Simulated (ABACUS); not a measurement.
# CsLiCr2Te2S3 (R32) in ABACUS: a series of runs

Runs on CsLiCr2Te2S3. Level: PBE. Tasks: single point.

All numbers are computed with ABACUS 3.10.1; they aren't measurements. Logs are shortened: lines on timing, memory, paths and dates and some standing lists are left out, and cuts for length are marked.

## (1) The crystal as given

It takes space group R32 (No. 155, trigonal). Conventional cell: a = 6.639 Å, b = 6.639 Å, c = 20.639 Å, α = 90.00°, β = 90.00°, γ = 120.00°. Cs (site symmetry 32) has 6 Te at 3.84 Å and 6 S at 4.04 Å and 2 Cr at 4.16 Å as nearest neighbours. Te (site symmetry 3) is surrounded by 1 Cr at 2.45 Å. Cr (site symmetry 3) is surrounded by 3 S at 2.24 Å and 1 Te at 2.45 Å. S (site symmetry 2) has 2 Cr at 2.24 Å and 1 Li at 2.41 Å as nearest neighbours. Around Li (site symmetry 32) lie 3 S at 2.41 Å.

The cell was built by a generator and needn't be a form met in nature.

## (2) Single point, PBE, collinear spin, ferromagnetic start

Contents of run_abacus.py:

```python
"""ABACUS run from a structure file: ASE reads it, the script writes STRU, KPT and INPUT."""
import re
import subprocess
from ase.io import read
from ase.units import Bohr

atoms = read("POSCAR")
atoms = atoms[(-atoms.numbers).argsort(kind="stable")]  # ABACUS lists atoms element by element
pseudo = {'Cs': 'Cs.upf', 'Te': 'Te.upf', 'Cr': 'Cr.upf', 'S': 'S.upf', 'Li': 'Li.upf'}
orbital = {'Cs': 'Cs_confined-atom_10au_3s2p2d.orb', 'Te': 'Te_confined-atom_8au_2s2p2d.orb', 'Cr': 'Cr_confined-atom_7au_3s2p2d1f.orb', 'S': 'S_confined-atom_7au_2s2p1d.orb', 'Li': 'Li_confined-atom_8au_3s1p.orb'}
magmoms = [0.0, 0.0, 0.0, 3.0, 3.0, 0.0, 0.0, 0.0, 0.0]
kmesh = [4, 4, 4]
params = {
    'suffix': 'CsLiCr2Te2S3',
    'calculation': 'scf',
    'basis_type': 'lcao',
    'pseudo_dir': './',
    'orbital_dir': './',
    'symmetry': 1,
    'dft_functional': 'pbe',
    'ecutwfc': 100,
    'pseudo_rcut': 7,
    'nspin': 2,
    'nbands': 57,
    'ks_solver': 'genelpa',
    'smearing_method': 'fd',
    'smearing_sigma': 0.00367493,
    'scf_thr': 1e-07,
    'scf_nmax': 100,
    'mixing_type': 'broyden',
    'mixing_beta': 0.4,
    'cal_force': 1,
    'cal_stress': 1,
    'nupdown': 2.0,
    'out_mul': 1,
}

symbols = atoms.get_chemical_symbols()
elements = list(dict.fromkeys(symbols))
lines = ["ATOMIC_SPECIES"] + [f"{e} {atoms.get_masses()[symbols.index(e)]:.4f} {pseudo[e]}" for e in elements]
if orbital:
    lines += ["", "NUMERICAL_ORBITAL"] + [orbital[e] for e in elements]
lines += ["", "LATTICE_CONSTANT", f"{1 / Bohr:.10f}", "", "LATTICE_VECTORS"]
lines += [" ".join(f"{x:.10f}" for x in v) for v in atoms.cell]
lines += ["", "ATOMIC_POSITIONS", "Direct"]
for e in elements:
    lines += ["", e, "0.0", str(symbols.count(e))]
    for i, p in enumerate(atoms.get_scaled_positions(wrap=False)):
        if symbols[i] == e:
            mag = "" if magmoms is None else " mag " + " ".join(str(x) for x in (magmoms[i] if isinstance(magmoms[i], list) else [magmoms[i]]))
            lines.append(" ".join(f"{x:.10f}" for x in p) + " 1 1 1" + mag)
open("STRU", "w").write("\n".join(lines) + "\n")
open("KPT", "w").write("K_POINTS\n0\nGamma\n%d %d %d 0 0 0\n" % tuple(kmesh))
open("INPUT", "w").write("INPUT_PARAMETERS\n" + "".join(f"{k:<20s}{v}\n" for k, v in params.items()))

done = subprocess.run(['mpirun', '-np', '4', 'abacus'])
if done.returncode:
    raise SystemExit(done.returncode)
log = open("OUT.CsLiCr2Te2S3/running_scf.log").read()
print("final energy (eV):", re.findall(r"FINAL_ETOT_IS (\S+)", log))
```

Contents of POSCAR:

```
CsLiCr2Te2S3
1.0
    3.3192900000      1.9163900000      6.8798200000
   -3.3192900000      1.9163900000      6.8798200000
    0.0000000000     -3.8327900000      6.8798200000
Cs Li Cr Te S
1 1 2 2 3
Direct
    0.0000000000      0.0000000000      0.0000000000
    0.5000000000      0.5000000000      0.5000000000
    0.7984800000      0.7984800000      0.7984800000
    0.2015200000      0.2015200000      0.2015200000
    0.6799000000      0.6799000000      0.6799000000
    0.3201000000      0.3201000000      0.3201000000
    0.1362600000      0.8637400000      0.5000000000
    0.5000000000      0.1362600000      0.8637400000
    0.8637400000      0.5000000000      0.1362600000
```

Potentials or basis: PseudoDojo NC SR 0.4.1 PBE standard, DZP LCAO (the cutoffs set its grid).

Started as:

```bash
OMP_NUM_THREADS=1 python run_abacus.py > log
```

running log:

```text
ABACUS v3.10.1

               Atomic-orbital Based Ab-initio Computation at UStc

 ------------------------------------------------------------------------------------

 READING GENERAL INFORMATION
                           global_out_dir = OUT.CsLiCr2Te2S3/
                           global_in_card = INPUT
                               pseudo_dir = ./
                              orbital_dir = ./
                                    DSIZE = 4
                                    GSIZE = 1

 READING UNITCELL INFORMATION
                                    ntype = 5
                  lattice constant (Bohr) = 1.88973
              lattice constant (Angstrom) = 1

 READING ATOM TYPE 1
                               atom label = Cs
                      L=0, number of zeta = 3
                      L=1, number of zeta = 2
                      L=2, number of zeta = 2
             number of atom for this type = 1
               magnetization of element 1 = 0

 READING ATOM TYPE 2
                               atom label = Te
                      L=0, number of zeta = 2
                      L=1, number of zeta = 2
                      L=2, number of zeta = 2
             number of atom for this type = 2
               magnetization of element 2 = 0

 READING ATOM TYPE 3
                               atom label = Cr
                      L=0, number of zeta = 3
                      L=1, number of zeta = 2
                      L=2, number of zeta = 2
                      L=3, number of zeta = 1
             number of atom for this type = 2
               magnetization of element 3 = 3

 READING ATOM TYPE 4
                               atom label = S
                      L=0, number of zeta = 2
                      L=1, number of zeta = 2
                      L=2, number of zeta = 1
             number of atom for this type = 3
               magnetization of element 4 = 0

 READING ATOM TYPE 5
                               atom label = Li
                      L=0, number of zeta = 3
                      L=1, number of zeta = 1
             number of atom for this type = 1
               magnetization of element 5 = 0

                        TOTAL ATOM NUMBER = 9
DIRECT COORDINATES
    atom                   x                   y                   z     mag                  vx                  vy                  vz
taud_Cs1            0.0000000000        0.0000000000        0.0000000000  0.0000        0.0000000000        0.0000000000        0.0000000000
taud_Te1            0.6799000000        0.6799000000        0.6799000000  0.0000        0.0000000000        0.0000000000        0.0000000000
taud_Te2            0.3201000000        0.3201000000        0.3201000000  0.0000        0.0000000000        0.0000000000        0.0000000000
taud_Cr1            0.7984800000        0.7984800000        0.7984800000  3.0000        0.0000000000        0.0000000000        0.0000000000
taud_Cr2            0.2015200000        0.2015200000        0.2015200000  3.0000        0.0000000000        0.0000000000        0.0000000000
taud_S1            0.1362600000        0.8637400000        0.5000000000  0.0000        0.0000000000        0.0000000000        0.0000000000
taud_S2            0.5000000000        0.1362600000        0.8637400000  0.0000        0.0000000000        0.0000000000        0.0000000000
taud_S3            0.8637400000        0.5000000000        0.1362600000  0.0000        0.0000000000        0.0000000000        0.0000000000
taud_Li1            0.5000000000        0.5000000000        0.5000000000  0.0000        0.0000000000        0.0000000000        0.0000000000

                          Volume (Bohr^3) = 1771.96
                             Volume (A^3) = 262.578

 Lattice vectors: (Cartesian coordinate: in unit of a_0)
             +3.31929            +1.91639            +6.87982
             -3.31929            +1.91639            +6.87982
                   +0            -3.83279            +6.87982
 Reciprocal vectors: (Cartesian coordinate: in unit of 2 pi/a_0)
            +0.150635          +0.0869689          +0.0484509
            -0.150635          +0.0869689          +0.0484509
                   +0           -0.173938          +0.0484508
 The esolver type has been set to : ksdft_lcao

                PAO radial cut off (Bohr) = 7

 Read in pseudopotential file is Cs.upf
                     pseudopotential type = NC
          exchange-correlation functional = PBE
                 nonlocal core correction = 1
                        valence electrons = 9
                                     lmax = 3
                           number of zeta = 3
                     number of projectors = 8
[... 241 lines left out ...]
     energy cutoff for wavefunc (unit:Ry) = 100
              fft grid for wave functions = [ 96, 96, 96 ]
                    number of plane waves = 33589
                         number of sticks = 1453

 PARALLEL PW FOR WAVE FUNCTIONS
     PROC   COLUMNS(POT)             PW
        1            363           8397
        2            363           8397
        3            363           8397
        4            364           8398
 --------------- sum -------------------
        4           1453          33589

 SET NONLOCAL PSEUDOPOTENTIAL PROJECTORS
 SET NONLOCAL PSEUDOPOTENTIAL PROJECTORS
 SET NONLOCAL PSEUDOPOTENTIAL PROJECTORS
 SET NONLOCAL PSEUDOPOTENTIAL PROJECTORS
 SET NONLOCAL PSEUDOPOTENTIAL PROJECTORS
 max number of nonlocal projetors among all species is 8

 -------------------------------------------
 SELF-CONSISTENT
 -------------------------------------------

 SETUP SEARCHING RADIUS FOR PROGRAM TO SEARCH ADJACENT ATOMS
                  longest orb rcut (Bohr) = 10
   longest nonlocal projector rcut (Bohr) = 2.3
                     search radius (Bohr) = 24.6
              searching radius is (Bohr)) = 24.6
         searching radius unit is (Bohr)) = 1.89
                         PeriodicBoundary = 1
                        Radius(unit:lat0) = 13
                                   glayer = [ 4, 4, 4 ]
                             glayer_minus = [ 3, 3, 3 ]

Find the coordinate range of the input atom(unit:lat0).
                                  min_tau = [ -22.3, -25.1, -61.9 ]
                                  max_tau = [ 21.1, 25.1, 78.4 ]
                                BoxNumber = [ 7, 7, 7 ]

 SETUP EXTENDED REAL SPACE GRID FOR GRID INTEGRATION
                          real space grid = [ 96, 96, 96 ]
                 big cell numbers in grid = [ 24, 24, 24 ]
             meshcell numbers in big cell = [ 4, 4, 4 ]
                        extended fft grid = [ 23, 23, 23 ]
                dimension of extened grid = [ 71, 71, 71 ]
                            UnitCellTotal = 27
              Atom number in sub-FFT-grid = 9
    Local orbitals number in sub-FFT-grid = 152
                                ParaV.nnr = 71748
                                 init_chg = atomic

 LCAO ALGORITHM --------------- ION=   1  ELEC=   1--------------------------------
          total magnetism (Bohr mag/cell) = 2
       absolute magnetism (Bohr mag/cell) = 3.26531

 Density error is 0.107805482685
----------------------------------------------------------
     Energy           Rydberg                 eV
----------------------------------------------------------
 E_KohnSham     -901.7579212446      -12269.0459455621
 E_Harris       -934.6819221617      -12716.9999589921
 E_Fermi_up     0.4721292996         6.4236486679
 E_Fermi_dw     0.5789786442         7.8774085812
----------------------------------------------------------
[... 341 lines left out ...]
 Density error is 6.40384718116e-08
----------------------------------------------------------
     Energy           Rydberg                 eV
----------------------------------------------------------
 E_KohnSham     -903.1083911976      -12287.4200319009
 E_KS(sigma->0) -903.1054334404      -12287.3797895486
 E_Harris       -903.1083938251      -12287.4200676489
 E_band         -103.5213017701      -1408.4795684512
 E_one_elec     -574.4043780142      -7815.1724971393
 E_Hartree      308.1855462173       4193.0794697978
 E_xc           -187.2819910024      -2548.1022104173
 E_Ewald        -449.6016528838      -6117.1443094375
 E_entropy(-TS) -0.0059155146        -0.0804847047
 E_descf        0.0000000000         0.0000000000
 E_exx          0.0000000000         0.0000000000
 E_Fermi_up     0.4081063039         5.5525711230
 E_Fermi_dw     0.4531919185         6.1659923793
----------------------------------------------------------

 charge density convergence is achieved
 final etot is -12287.420032 eV
 EFERMI = 0 eV

 STATE ENERGY(eV) AND OCCUPATIONS    NSPIN == 2
SPIN UP :
 1/36 kpoint (Cartesian) = 0.0000 0.0000 0.0000 (7466 pws)
       1       -66.9099      0.0156250
       2       -66.9098      0.0156250
       3       -40.6215      0.0156250
       4       -38.3784      0.0156250
       5       -38.3776      0.0156250
       6       -38.2570      0.0156250
[... 344 lines left out ...]
      56        10.6487    1.69904e-46
      57        10.9356    5.47076e-49

[... levels at 66 further k points ...]

-------------------------------------------------
 Total Magnetism (uB)
-------------------------------------------------
                        Cs1        -0.0020719515
                        Te1        -0.3487906536
                        Te2        -0.3487906607
                        Cr1         1.5096011724
                        Cr2         1.5096012414
                         S1        -0.1080229634
                         S2        -0.1080228774
                         S3        -0.1080228778
                        Li1         0.0045195706
-------------------------------------------------

 correction force for each atom along direction 1 is -1.67642e-12
 correction force for each atom along direction 2 is 5.14806e-13
 correction force for each atom along direction 3 is 2.08799e-09
------------------------------------------------------------------------------------------
 TOTAL-FORCE (eV/Angstrom)
------------------------------------------------------------------------------------------
                       Cs1         0.0000000000         0.0000000000         0.0000000000
                       Te1        -0.0000011656         0.0000030585        -0.2520094311
                       Te2         0.0000011577        -0.0000030863         0.2520110211
                       Cr1         0.0000026828        -0.0000004662         0.5134572421
                       Cr2         0.0000000000         0.0000004897        -0.5134576384
                        S1        -0.3604312569        -0.0000006249        -0.0000003811
                        S2         0.1802144636        -0.3121429985         0.0000012710
                        S3         0.1802129340         0.3121436043        -0.0000020054
                       Li1         0.0000009785         0.0000000000         0.0000000000
------------------------------------------------------------------------------------------

----------------------------------------------------------------
 TOTAL-STRESS (KBAR)
----------------------------------------------------------------
        -9.6538959994         0.0000012455        -0.0000004718
         0.0000012455        -9.6539747963         0.0000502645
        -0.0000004718         0.0000502645         1.5961293992
----------------------------------------------------------------
 TOTAL-PRESSURE: -5.903914 KBAR

 --------------------------------------------
 !FINAL_ETOT_IS -12287.4200319009469240 eV
 --------------------------------------------
```

It took 82 s on 4 MPI ranks of Intel Xeon 6975P-C (Granite Rapids), shared host; peak memory 1.8 GiB.

Results:

- Free energy: -12287.4200 eV
- Pressure: -0.6 GPa
- Largest force: 0.513 eV/Å
- Net moment: 2.00 μB per cell
- Absolute moment: 3.83 μB per cell
- Site moments: Cs -0.00; Te -0.35; Cr +1.51; S -0.11; Li +0.00 μB
- Mulliken charges: Cs +0.58; Te -0.32; Cr +0.36; S -0.38; Li +0.47 e

Forces in eV/Å, atoms in the order of the input:
```
Cs   0.000  0.000  0.000
Te   0.000  0.000 -0.252
Te   0.000  0.000  0.252
Cr   0.000  0.000  0.513
Cr   0.000  0.000 -0.513
S   -0.360  0.000  0.000
S    0.180 -0.312  0.000
S    0.180  0.312  0.000
Li   0.000  0.000  0.000
```

Caveat: the atomic orbitals were generated for these runs and aren't a published set; the moment is held away from its start; Mulliken charges move with the basis; the basis of atomic orbitals isn't converged, which shifts pressures, moduli and gaps; the total moment is fixed, so each spin has its own Fermi level; only a ferromagnetic start was run, and an antiferromagnetic order may lie lower in energy. The run has no spin-orbit coupling, so splittings on Cs, Te are missing.

## (3) Single point, PBE, collinear spin, ferromagnetic start

Edit run_abacus.py of step 2 so:

```diff
@@ -33,4 +33,7 @@
     'cal_stress': 1,
-    'nupdown': 2.0,
+    'nupdown': 3.5,
     'out_mul': 1,
+    'out_chg': 1,
+    'out_pot': 2,
+    'out_elf': 1,
 }
```

POSCAR is that of step 2.

Potentials or basis: PseudoDojo NC SR 0.4.1 PBE standard, DZP LCAO (the cutoffs set its grid).

Started as:

```bash
OMP_NUM_THREADS=1 python run_abacus.py > log
```

Wall time 77 s (4 MPI ranks of Intel Xeon 6975P-C (Granite Rapids), shared host); peak memory 1.8 GiB.

The run converged. Its results:

```
Free energy      : -12287.9799 eV
Pressure         : 0.5 GPa
Largest force    : 0.355 eV/Å
Net moment       : 3.50 μB per cell
Absolute moment  : 5.87 μB per cell
Site moments     : Cs +0.01; Te -0.48; Cr +2.41; S -0.12; Li +0.01 μB
Mulliken charges : Cs +0.58; Te -0.32; Cr +0.39; S -0.40; Li +0.46 e
```

Forces in eV/Å, atoms in the order of the input:
```
Cs   0.000  0.000  0.000
Te   0.000  0.000 -0.355
Te   0.000  0.000  0.355
Cr   0.000  0.000  0.270
Cr   0.000  0.000 -0.270
S    0.013  0.000  0.000
S   -0.007  0.011  0.000
S   -0.007 -0.011  0.000
Li   0.000  0.000  0.000
```

Stress tensor (GPa, compression positive):
```
0.34 0.00 0.00
0.00 0.34 0.00
0.00 0.00 0.90
```

Caveat: the atomic orbitals were generated for these runs and aren't a published set; the moment is held away from its start; Mulliken charges move with the basis; the basis of atomic orbitals isn't converged, which shifts pressures, moduli and gaps; the total moment is fixed, so each spin has its own Fermi level; only a ferromagnetic start was run, and an antiferromagnetic order may lie lower in energy.

(Continued in part 2 of 3.)
